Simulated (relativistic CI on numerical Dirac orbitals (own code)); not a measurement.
**Rb V (Rb⁴⁺): levels and lines**

Aim: the low levels of Rb⁴⁺, their labels and the strongest lines; runs with one setting changed show what the result hangs on. Configuration energies are shifted onto measured levels.

Method: Dirac-Coulomb-Breit CI, KLI orbitals optimised for each configuration, model QED (radiative potential, 1s self-energy scaled to tabulated hydrogen-like ionisation energies), valence Slater integrals scaled by 0.85, configuration energies shifted to the measured levels that pair with them (semi-empirical). Code: relativistic CI on numerical Dirac orbitals (own code) version 4.

## 1. The atom as given

* ion: Rb⁴⁺ (Rb V)
* nuclear charge: 37
* electrons: 33
* isotope: A = 85
* first configuration typed: [Ar] 3d10 4s2 4p3

The outer shells:

first configuration typed
```
[Ar] core
3d [↑↓][↑↓][↑↓][↑↓][↑↓]
4s [↑↓]
4p [↑ ][↑ ][↑ ]
```

## 2. Base run

Input settings:

```ini
atom Rb  Z=37  charge=4  electrons=33
nucleus A=85  rms_radius_fm=4.2036
hamiltonian dirac-coulomb  breit=on  qed=on  c_scale=1
orbitals kli  potential=per-configuration
slater_scale 0.85
correlation fit
mixing on
configurations
  [Ar] 3d10 4s2 4p3
  [Ar] 3d10 4s 4p4
  [Ar] 3d10 4s2 4p2 5s
  [Ar] 3d10 4s2 4p2 4d
  [Ar] 3d10 4p5
  [Ar] 3d10 4s2 4p 4d2
  [Ar] 3d10 4s 4p3 4d
  [Ar] 3d10 4s2 4p2 4f
  [Ar] 3d10 4s2 4p2 5p
  [Ar] 3d10 4s 4p3 4f
  [Ar] 3d10 4p3 4d2
  [Ar] 3d10 4s2 4p 4f2
  [Ar] 3d10 4s2 4p2 5d
  [Ar] 3d10 4s2 4p2 6s
  [Ar] 3d10 4s2 4p2 6p
  [Ar] 3d10 4p4 4d
  [Ar] 3d10 4s 4p3 5s
  [Ar] 3d10 4s2 4p2 5f
  [Ar] 3d10 4s2 4p2 5g
  [Ar] 3d10 4s2 4p2 6d
  [Ar] 3d10 4s 4p2 4d2
  [Ar] 3d10 4s2 4p 4d 4f
  [Ar] 3d10 4s2 4p2 6f
  [Ar] 3d10 4s 4p3 5p
  [Ar] 3d10 4p3 4f2
  [Ar] 3d10 4s2 4p 4d 5s
  [Ar] 3d10 4s 4p3 5d
  [Ar] 3d10 4s 4p2 5s 5p
  [Ar] 3d10 4s 4p3 6s
  [Ar] 3d10 4s 4p2 4d 4f
end
```

On the command line:

```bash
> python run_levels.py task.json out
```

One command runs all members of the session, one after another, from task.json.

Results of the run (chosen fields of its result record, rounded):

```text
status: converged
levels [i, E_cm, J2, conf, term, w_term, jj, w_jj, g, tau_s, breit_cm, qed_cm]:
  - [0, 0, 3, "4s2 4p3", "4S*", 0.9407, "4p1/2 4p3/2^2", 0.4697, 1.976, "-", 0, 0]
  - [1, 18076.431, 3, "4s2 4p3", "2D*", 0.8406, "4p1/2 4p3/2^2", 0.4879, 0.8814, 0.1489, 15.48, -3.546]
  - [2, 20541.388, 5, "4s2 4p3", "2D*", 0.9724, "4p1/2 4p3/2^2", 0.9724, 1.2, 2.049, -64.76, 4.998]
  - [3, 33335.35, 1, "4s2 4p3", "2P*", 0.9672, "4p1/2 4p3/2^2", 0.9672, 0.6655, 0.03319, -65.27, 1.232]
  - [4, 36861.886, 3, "4s2 4p3", "2P*", 0.8167, "4p3/2^3", 0.8049, 1.278, 0.01375, -179.6, 14.21]
  - [5, 136161.07, 5, "4s 4p4", "4P", 0.8803, "4s 4p3/2^2", 0.6915, 1.595, 1.708e-09, 18.19, -239.6]
  - [6, 140937.26, 3, "4s 4p4", "4P", 0.8842, "4s 4p1/2 4p3/2^3", 0.748, 1.73, 1.581e-09, -70.67, -227.9]
  - [7, 143009.74, 1, "4s 4p4", "4P", 0.8744, "4s 4p3/2^4", 0.3044, 2.659, 1.485e-09, -100.6, -224.4]
  - [8, 166930.13, 3, "4s 4p4", "2D", 0.7561, "4s 4p1/2 4p3/2^3", 0.4569, 0.8157, 7.59e-10, -67.36, -203.7]
  - [9, 168132.74, 5, "4s 4p4", "2D", 0.766, "4s 4p1/2 4p3/2^3", 0.6134, 1.206, 8.741e-10, -115, -201.2]
  - [10, 188355.04, 3, "4s2 4p2 4d", "2P", 0.5477, "4s 4p1/2 4p3/2^3", 0.2732, 1.319, 4.184e-10, -161, -106.1]
  - [11, 190339.04, 1, "4s 4p4", "2S", 0.3185, "4s 4p3/2^2", 0.3641, 1.209, 3.249e-10, -119.3, -152.6]
  - [12, 197890.14, 1, "4s 4p4", "2S", 0.4594, "4s 4p3/2^4", 0.3951, 1.446, 4.374e-10, -253.3, -142.2]
  - [13, 200611.08, 3, "4s2 4p2 4d", "4F", 0.9058, "4p1/2^2 4d3/2", 0.4757, 0.4494, 7.541e-09, -145.9, -2.44]
  - [14, 202383.44, 5, "4s2 4p2 4d", "4F", 0.8538, "4p1/2 4p3/2 4d3/2", 0.5099, 1.069, 7.672e-09, -194.6, 2.628]
  - [15, 205227.39, 7, "4s2 4p2 4d", "4F", 0.8646, "4p1/2 4p3/2 4d5/2", 0.7437, 1.257, 3.07e-08, -273.1, 10.33]
  - [16, 207854.93, 5, "4s2 4p2 4d", "2F", 0.6379, "4p1/2 4p3/2 4d3/2", 0.6851, 1.015, 5.541e-09, -212.5, 4.129]
  - [17, 208772.15, 9, "4s2 4p2 4d", "4F", 0.9408, "4p1/2 4p3/2 4d5/2", 0.5121, 1.326, 0.08179, -355, 17.64]
  - [18, 208978.66, 1, "4s2 4p2 4d", "4D", 0.9449, "4p1/2 4p3/2 4d3/2", 0.721, 0.02472, 2.496e-09, -246.6, 3.265]
  - [19, 209454.45, 3, "4s2 4p2 4d", "4D", 0.9025, "4p1/2 4p3/2 4d3/2", 0.4332, 1.16, 2.074e-09, -257.3, 6.648]
  - [20, 209612.59, 7, "4s2 4p2 4d", "4D", 0.5, "4p1/2 4p3/2 4d5/2", 0.5116, 1.293, 6.048e-08, -270.6, 9.413]
  - [21, 211998.14, 5, "4s2 4p2 4d", "4D", 0.5714, "4p1/2 4p3/2 4d5/2", 0.5516, 1.176, 2.14e-09, -313.9, 13.51]
  - [22, 217266.07, 7, "4s2 4p2 4d", "2F", 0.5521, "4p3/2^2 4d5/2", 0.8781, 1.251, 2.881e-08, -422.1, 24.93]
  - [23, 230014.94, 7, "4s2 4p2 4d", "2G", 0.9376, "4p1/2 4p3/2 4d3/2", 0.4483, 0.8994, 2.76e-09, -300.4, 13.57]
  - [24, 231220.04, 9, "4s2 4p2 4d", "2G", 0.9407, "4p3/2^2 4d5/2", 0.5113, 1.119, 0.02593, -362.1, 18.56]
  - "... 375 more rows left out ..."
lines, the strongest and those to the lowest levels [upper, lower, type, S_au, A_per_s, branching]:
  - [4, 0, "M1", 0.1111, 37.52, 0.5157]
  - [25, 0, "E1", 10.65, 4.707e+10, 0.9846]
  - [27, 0, "E1", 6.638, 4.515e+10, 0.9889]
  - [32, 2, "E1", 5.884, 2.523e+10, 0.7996]
  - [33, 1, "E1", 5.291, 3.529e+10, 0.8146]
  - [35, 1, "E1", 9.91, 4.63e+10, 0.8339]
  - [36, 2, "E1", 16, 5.576e+10, 1]
  - [43, 4, "E1", 10.82, 4.752e+10, 0.9859]
  - [44, 3, "E1", 5.153, 3.589e+10, 0.7971]
  - [117, 5, "E1", 5.608, 2.632e+10, 0.6798]
  - [121, 15, "E1", 11.26, 1.209e+10, 0.9404]
  - [126, 17, "E1", 14.55, 1.279e+10, 0.9862]
  - [127, 5, "E1", 3.982, 1.528e+10, 0.8057]
  - [136, 6, "E1", 4.253, 2.09e+10, 0.7205]
  - [166, 9, "E1", 4.859, 1.472e+10, 0.6503]
  - [190, 22, "E1", 9.024, 1.336e+10, 0.4985]
  - [195, 9, "E1", 4.064, 1.534e+10, 0.4011]
  - [208, 9, "E1", 3.822, 1.53e+10, 0.4958]
  - [231, 15, "E1", 5.115, 1.153e+10, 0.7616]
  - [234, 17, "E1", 7.294, 1.368e+10, 0.9604]
  - [291, 20, "E1", 3.558, 1.314e+10, 0.4495]
  - [295, 14, "E1", 4.106, 2.233e+10, 0.4716]
  - [302, 15, "E1", 6.829, 2.732e+10, 0.5357]
  - [303, 17, "E1", 5.93, 1.519e+10, 0.7689]
  - [305, 17, "E1", 11.91, 3.698e+10, 0.6378]
  - [305, 20, "E1", 5.776, 1.776e+10, 0.3063]
  - [329, 22, "E1", 5.816, 1.794e+10, 0.7061]
  - [330, 22, "E1", 3.725, 1.439e+10, 0.6799]
  - [339, 24, "E1", 9.397, 2.556e+10, 0.7281]
  - [342, 23, "E1", 7.849, 2.74e+10, 0.7871]
  - [362, 25, "E1", 15.18, 5.116e+10, 0.8013]
  - [367, 23, "E1", 5.741, 1.679e+10, 0.5565]
  - [367, 24, "E1", 3.615, 1.041e+10, 0.3452]
  - [370, 27, "E1", 7.029, 3.118e+10, 0.5181]
  - [371, 24, "E1", 10.7, 2.596e+10, 0.948]
  - [385, 52, "E1", 12.2, 1.082e+10, 0.9985]
n_levels_all: 2062
total_energy [Ha]: -2974.7482224
configurations [conf, odd, states, E_av_cm, breit_Ha, qed_Ha, corr_Ha]:
  - ["4s2 4p3", 1, 20, 33378.2, 1.565, 1.05, -1.904]
  - ["4s 4p4", 0, 30, 189814, 1.565, 1.049, -1.911]
  - ["4s2 4p2 5s", 0, 30, 278925, 1.564, 1.051, -1.943]
  - ["4s2 4p2 4d", 0, 150, 239502, 1.564, 1.05, -1.931]
  - ["4p5", 1, 6, 368961, 1.565, 1.048, -1.936]
  - ["4s2 4p 4d2", 1, 270, 463134, 1.562, 1.051, -1.925]
  - ["4s 4p3 4d", 1, 400, 388700, 1.564, 1.049, -1.93]
  - ["4s2 4p2 4f", 1, 210, 394592, 1.564, 1.051, -1.892]
  - ["4s2 4p2 5p", 1, 90, 330747, 1.564, 1.051, -1.914]
  - ["4s 4p3 4f", 0, 560, 547681, 1.564, 1.049, -1.89]
  - ["4p3 4d2", 1, 900, 769709, 1.562, 1.048, -1.925]
  - ["4s2 4p 4f2", 1, 546, 778799, 1.562, 1.051, -1.904]
  - ["4s2 4p2 5d", 0, 150, 396544, 1.564, 1.051, -1.913]
  - ["4s2 4p2 6s", 0, 30, 410177, 1.564, 1.051, -1.908]
  - "... 16 more rows left out ..."
radial 4s2 4p3 [Ha, bohr]: {"<r^-3>(4p)": 29.839, "<r^1>(4p)": 1.5285, "<r^2>(4p)": 2.6505, "<r^4>(4p)": 10.68, "F2(4p,4p)": 0.3133, "zeta(4p)": 0.027037}
radial 4s 4p4 [Ha, bohr]: {"<r^1>(4s)": 1.3654, "<r^2>(4s)": 2.1046, "<r^4>(4s)": 6.6024, "<r^-3>(4p)": 30.059, "<r^1>(4p)": 1.5255, "<r^2>(4p)": 2.6409, "<r^4>(4p)": 10.618, "F2(4p,4p)": 0.31375, "G1(4s,4p)": 0.42141, "zeta(4p)": 0.026933}
empirical_shift [conf, shift_cm, paired_levels]:
  - ["4s2 4p3", 0, 5]
  - ["4s 4p4", -1933.1, 5]
  - ["4s2 4p2 5s", -13654, 7]
  - ["4s2 4p2 4d", -7793.8, 0]
  - ["4p5", -7793.8, 0]
  - ["4s2 4p 4d2", -7793.8, 0]
  - ["4s 4p3 4d", -7793.8, 0]
  - ["4s2 4p2 4f", -7793.8, 0]
  - ["4s2 4p2 5p", -7793.8, 0]
  - ["4s 4p3 4f", -7793.8, 0]
  - ["4p3 4d2", -7793.8, 0]
  - ["4s2 4p 4f2", -7793.8, 0]
  - ["4s2 4p2 5d", -7793.8, 0]
  - ["4s2 4p2 6s", -7793.8, 0]
  - "... 16 more rows left out ..."
```

Wall time 4.8 s (1 thread of Intel Xeon Platinum 8488C (Sapphire Rapids), shared host).

The same levels in spectroscopic notation (° marks odd parity):

```csv
level,energy (cm⁻¹),LS purity (%),jj purity (%),radiative lifetime (s)
4p3 4S°3/2,0.0,94,47,-
4p3 2D°3/2,18076.4,84,49,0.15
4p3 2D°5/2,20541,97,97,2
4p3 2P°1/2,33335,97,97,0.033
4p3 2P°3/2,36862,82,80,0.014
4s 4p4 4P5/2,136161,88,69,1.7e-09
4s 4p4 4P3/2,140937,88,75,1.6e-09
4s 4p4 4P1/2,143010,87,30,1.5e-09
4s 4p4 2D3/2,166930,76,46,7.6e-10
4s 4p4 2D5/2,168133,77,61,8.7e-10
4p2 4d 2P3/2,188355,55,27,4.2e-10
4s 4p4 2S1/2 + 4p2 4d 2P,190339,32,36,3.2e-10
4s 4p4 2S1/2 + 4p2 4d 2P (ii),197890,46,40,4.4e-10
4p2 4d 4F3/2,200611,91,48,7.5e-09
```

Where the configurations lie:

```
configuration  levels among the lowest 60  parity  lowest (cm⁻¹)  highest (cm⁻¹)
          4p3                           5     odd            0.0           36862
       4s 4p4                           8    even         136161          235934
       4p2 4d                          28    even         188355          272913
       4p2 5s                           8    even         260852          307816
    4s 4p3 4d                           5     odd         304972          305789
       4p2 5p                           5     odd         307812          316397
          4p5                           1     odd         313691          313691
```

The strongest allowed lines among the lowest 400 of 2062 levels, ranked by gA:

```
                           upper         lower  wavelength (nm)   A (1/s)
               4p2 4d 2F7/2 (ii)    4p3 2D°5/2            41.73  5.58e+10
              4p 4d2 4D°7/2 (ii)  4p2 4d 4P5/2            42.20  5.12e+10
                   4p 4d2 4F°9/2  4p2 4d 4F9/2            40.26   3.7e+10
                  4p2 5f 2H°11/2  4p2 4d 2G9/2            41.13   2.6e+10
              4p2 4d 2D5/2 (iii)    4p3 2P°3/2            42.53  4.75e+10
                    4p2 4d 4P5/2    4p3 4S°3/2            42.44  4.71e+10
               4p2 4d 2F5/2 (ii)    4p3 2D°3/2            41.65  4.63e+10
 4p2 5f 2G°9/2 + 4p 4d2 2G° (ii)  4p2 4d 2G9/2            42.07  2.56e+10
4p2 5f 2G°7/2 + 4p 4d2 2G° (iii)  4p2 4d 2G7/2            41.71  2.74e+10
                   4p 4d2 4F°7/2  4p2 4d 4F7/2            39.85  2.73e+10
```

## 3. Comparison with measurement

Computed and measured (Sansonetti, J. Phys. Chem. Ref. Data 35, 301 (2006)) energies in cm⁻¹:

| level | computed | measured | difference |
| --- | --- | --- | --- |
| 4p3 4S°3/2 | 0 | 0 | +0 |
| 4p3 2D°3/2 | 18076 | 18639 | -563 |
| 4p3 2D°5/2 | 20541 | 21080 | -539 |
| 4p3 2P°1/2 | 33335 | 34794 | -1459 |
| 4p3 2P°3/2 | 36862 | 38318 | -1456 |
| 4s 4p4 4P5/2 | 136161 | 135926 | +235 |
| 4s 4p4 4P3/2 | 140937 | 140862 | +76 |
| 4s 4p4 4P1/2 | 143010 | 143010 | -0 |
| 4s 4p4 2D3/2 | 166930 | 167063 | -133 |
| 4s 4p4 2D5/2 | 168133 | 168273 | -140 |
| 4p2 5s 4P3/2 | 265143 | 266420 | -1277 |
| 4p2 5s 2P1/2 | 270966 | 268680 | +2286 |
| 4p2 5s 4P5/2 | 269546 | 270710 | -1164 |
| 4p2 5s 2P3/2 | 275720 | 271790 | +3930 |
| 4p2 5s 2D5/2 | 285920 | 285920 | -0 |
| 4p2 5s 2D3/2 | 286688 | 286790 | -102 |
| 4p2 5s 2S1/2 | 307816 | 307390 | +426 |

## 4. Slater integrals scaled by 0.75

The settings differ from step 2 so:

```diff
@@ -4,3 +4,3 @@
 orbitals kli  potential=per-configuration
-slater_scale 0.85
+slater_scale 0.75
 correlation fit
```

Results of the run:

```text
status: converged
levels [i, E_cm, J2, conf, term, w_term, w_jj]:
  - [0, 0, 3, "4s2 4p3", "4S*", 0.9346, 0.4535]
  - [1, 15971.354, 3, "4s2 4p3", "2D*", 0.8274, 0.5077]
  - [2, 18584.377, 5, "4s2 4p3", "2D*", 0.9779, 0.9779]
  - [3, 30035.289, 1, "4s2 4p3", "2P*", 0.9741, 0.9741]
  - [4, 33875.426, 3, "4s2 4p3", "2P*", 0.8028, 0.8281]
  - [5, 136146.79, 5, "4s 4p4", "4P", 0.8958, 0.7132]
  - [6, 140995.48, 3, "4s 4p4", "4P", 0.9015, 0.7582]
  - [7, 143010.58, 1, "4s 4p4", "4P", 0.8894, 0.3069]
  - [8, 164853.15, 3, "4s 4p4", "2D", 0.7911, 0.4778]
  - [9, 166064.37, 5, "4s 4p4", "2D", 0.8001, 0.6479]
  - [10, 186565.2, 1, "4s 4p4", "2S", 0.5318, 0.4897]
  - [11, 186912.73, 3, "4s 4p4", "2P", 0.4926, 0.3295]
  - "... 388 more rows left out ..."
n_levels_all: 2062
total_energy [Ha]: -2974.7270047
configurations [conf, odd, states, E_av_cm, breit_Ha, qed_Ha, corr_Ha]:
  - ["4s2 4p3", 1, 20, 28721.5, 1.565, 1.05, -1.904]
  - ["4s 4p4", 0, 30, 182535, 1.565, 1.049, -1.923]
  - ["4s2 4p2 5s", 0, 30, 278874, 1.564, 1.051, -1.922]
  - ["4s2 4p2 4d", 0, 150, 235838, 1.564, 1.05, -1.926]
  - ["4p5", 1, 6, 365297, 1.565, 1.048, -1.931]
  - ["4s2 4p 4d2", 1, 270, 459470, 1.562, 1.051, -1.921]
  - ["4s 4p3 4d", 1, 400, 385036, 1.564, 1.049, -1.925]
  - ["4s2 4p2 4f", 1, 210, 390928, 1.564, 1.051, -1.887]
  - ["4s2 4p2 5p", 1, 90, 327083, 1.564, 1.051, -1.91]
  - ["4s 4p3 4f", 0, 560, 544017, 1.564, 1.049, -1.885]
  - ["4p3 4d2", 1, 900, 766045, 1.562, 1.048, -1.92]
  - ["4s2 4p 4f2", 1, 546, 775135, 1.562, 1.051, -1.899]
  - ["4s2 4p2 5d", 0, 150, 392880, 1.564, 1.051, -1.908]
  - ["4s2 4p2 6s", 0, 30, 406513, 1.564, 1.051, -1.904]
  - "... 16 more rows left out ..."
empirical_shift [conf, shift_cm, paired_levels]:
  - ["4s2 4p3", 0, 5]
  - ["4s 4p4", -4554.5, 5]
  - ["4s2 4p2 5s", -9048.1, 7]
  - ["4s2 4p2 4d", -6801.3, 0]
  - ["4p5", -6801.3, 0]
  - ["4s2 4p 4d2", -6801.3, 0]
  - ["4s 4p3 4d", -6801.3, 0]
  - ["4s2 4p2 4f", -6801.3, 0]
  - ["4s2 4p2 5p", -6801.3, 0]
  - ["4s 4p3 4f", -6801.3, 0]
  - ["4p3 4d2", -6801.3, 0]
  - ["4s2 4p 4f2", -6801.3, 0]
  - ["4s2 4p2 5d", -6801.3, 0]
  - ["4s2 4p2 6s", -6801.3, 0]
  - "... 16 more rows left out ..."
```

It took 6.7 s on 1 thread of Intel Xeon Platinum 8488C (Sapphire Rapids), shared host.

Shifts of the excitation energies against the main run, counted from its lowest level (cm⁻¹): (levels that can't be paired are left out)

```csv
level,main run,shift
4p3 2D°3/2,18076.4,-2105.1
4p3 2D°5/2,20541,-1957.0
4p3 2P°1/2,33335,-3300.1
4p3 2P°3/2,36862,-2986.5
4s 4p4 4P5/2,136161,-14.3
4s 4p4 4P3/2,140937,+58.2
4s 4p4 4P1/2,143010,+0.8
4s 4p4 2D3/2,166930,-2077.0
4s 4p4 2D5/2,168133,-2068.4
4s 4p4 2S1/2 + 4p2 4d 2P,190339,-3773.8
```

## 5. Slater integrals scaled by 1

The settings differ from step 4 so:

```diff
@@ -4,3 +4,3 @@
 orbitals kli  potential=per-configuration
-slater_scale 0.75
+slater_scale 1
 correlation fit
```

Results of the run:

```text
status: converged
levels [i, E_cm, J2, conf, term, w_term, w_jj]:
  - [0, 0, 3, "4s2 4p3", "4S*", 0.9432, 0.4844]
  - [1, 21179.614, 3, "4s2 4p3", "2D*", 0.8534, 0.4668]
  - [2, 23442.239, 5, "4s2 4p3", "2D*", 0.9633, 0.9633]
  - [3, 38115.46, 1, "4s2 4p3", "2P*", 0.9551, 0.9551]
  - [4, 41238.068, 3, "4s2 4p3", "2P*", 0.8295, 0.772]
  - [5, 134744.27, 5, "4s 4p4", "4P", 0.8558, 0.6616]
  - [6, 139412.14, 3, "4s 4p4", "4P", 0.8575, 0.7301]
  - [7, 141535.22, 1, "4s 4p4", "4P", 0.8498, 0.3067]
  - [8, 168242.23, 3, "4s 4p4", "2D", 0.7043, 0.4245]
  - [9, 169464.78, 5, "4s 4p4", "2D", 0.7168, 0.5667]
  - [10, 187926.79, 3, "4s2 4p2 4d", "2P", 0.637, 0.2294]
  - [11, 191705.6, 1, "4s2 4p2 4d", "2P", 0.5502, 0.2304]
  - "... 388 more rows left out ..."
n_levels_all: 2062
total_energy [Ha]: -2974.7824906
configurations [conf, odd, states, E_av_cm, breit_Ha, qed_Ha, corr_Ha]:
  - ["4s2 4p3", 1, 20, 40899.1, 1.565, 1.05, -1.904]
  - ["4s 4p4", 0, 30, 199870, 1.565, 1.049, -1.9]
  - ["4s2 4p2 5s", 0, 30, 278214, 1.564, 1.051, -1.981]
  - ["4s2 4p2 4d", 0, 150, 244175, 1.564, 1.05, -1.944]
  - ["4p5", 1, 6, 373635, 1.565, 1.048, -1.949]
  - ["4s2 4p 4d2", 1, 270, 467807, 1.562, 1.051, -1.938]
  - ["4s 4p3 4d", 1, 400, 393374, 1.564, 1.049, -1.943]
  - ["4s2 4p2 4f", 1, 210, 399266, 1.564, 1.051, -1.905]
  - ["4s2 4p2 5p", 1, 90, 335421, 1.564, 1.051, -1.927]
  - ["4s 4p3 4f", 0, 560, 552355, 1.564, 1.049, -1.902]
  - ["4p3 4d2", 1, 900, 774382, 1.562, 1.048, -1.938]
  - ["4s2 4p 4f2", 1, 546, 783473, 1.562, 1.051, -1.917]
  - ["4s2 4p2 5d", 0, 150, 401218, 1.564, 1.051, -1.926]
  - ["4s2 4p2 6s", 0, 30, 414850, 1.564, 1.051, -1.921]
  - "... 16 more rows left out ..."
empirical_shift [conf, shift_cm, paired_levels]:
  - ["4s2 4p3", 0, 5]
  - ["4s 4p4", 602.79, 6]
  - ["4s2 4p2 5s", -21886, 5]
  - ["4s2 4p2 4d", -10641, 0]
  - ["4p5", -10641, 0]
  - ["4s2 4p 4d2", -10641, 0]
  - ["4s 4p3 4d", -10641, 0]
  - ["4s2 4p2 4f", -10641, 0]
  - ["4s2 4p2 5p", -10641, 0]
  - ["4s 4p3 4f", -10641, 0]
  - ["4p3 4d2", -10641, 0]
  - ["4s2 4p 4f2", -10641, 0]
  - ["4s2 4p2 5d", -10641, 0]
  - ["4s2 4p2 6s", -10641, 0]
  - "... 16 more rows left out ..."
```

It took 8.6 s on 1 thread of Intel Xeon Platinum 8488C (Sapphire Rapids), shared host.

Shifts of the excitation energies against the main run, counted from its lowest level (cm⁻¹): (levels that can't be paired are left out)

```csv
level,main run,shift
4p3 2D°3/2,18076.4,+3103.2
4p3 2D°5/2,20541,+2900.9
4p3 2P°1/2,33335,+4780.1
4p3 2P°3/2,36862,+4376.2
4s 4p4 4P5/2,136161,-1416.8
4s 4p4 4P3/2,140937,-1525.1
4s 4p4 4P1/2,143010,-1474.5
4s 4p4 2D3/2,166930,+1312.1
4s 4p4 2D5/2,168133,+1332.0
4p2 4d 2P3/2,188355,-428.2
```

## 6. What each setting moved

| run | time | mean size of shift, levels followed (cm⁻¹) | lowest level | mean error to measured (cm⁻¹) |
| --- | --- | --- | --- | --- |
| main run | 4.8 s | 0 | 4p3 4S°3/2 | 862 |
| Slater integrals scaled by 0.75 | 6.7 s | 1834 | 4p3 4S°3/2 | 1826 |
| Slater integrals scaled by 1 | 8.6 s | 2265 | 4p3 4S°3/2 | - |

## 7. Summary of results

```
                                                                         quantity                        value
                                                                     lowest level                   4p3 4S°3/2
                                                                 first excitation     4p3 2D°3/2, 18076.4 cm⁻¹
                                                 lowest level of the other parity    4s 4p4 4P5/2, 136161 cm⁻¹
                                                              levels in the model                         2062
fastest E1 line (by rate) to the lowest level among the lowest 400 of 2062 levels  42.44 nm, from 4p2 4d 4P5/2
                                                      mean error of paired levels             862 cm⁻¹ over 16
```

**Reading.** The lowest level is 4p3 4S°3/2, 94 % pure in LS and 47 % in jj coupling; over the low levels the means are 84 and 61 %, so LS coupling describes them better. The largest mover is «Slater integrals scaled by 1» (2265 cm⁻¹ on average). No change brings the levels clearly nearer the measured ones. This rung is semi-empirical: its configuration shifts come from the measured levels. Lifetimes count radiative decay inside the model alone.
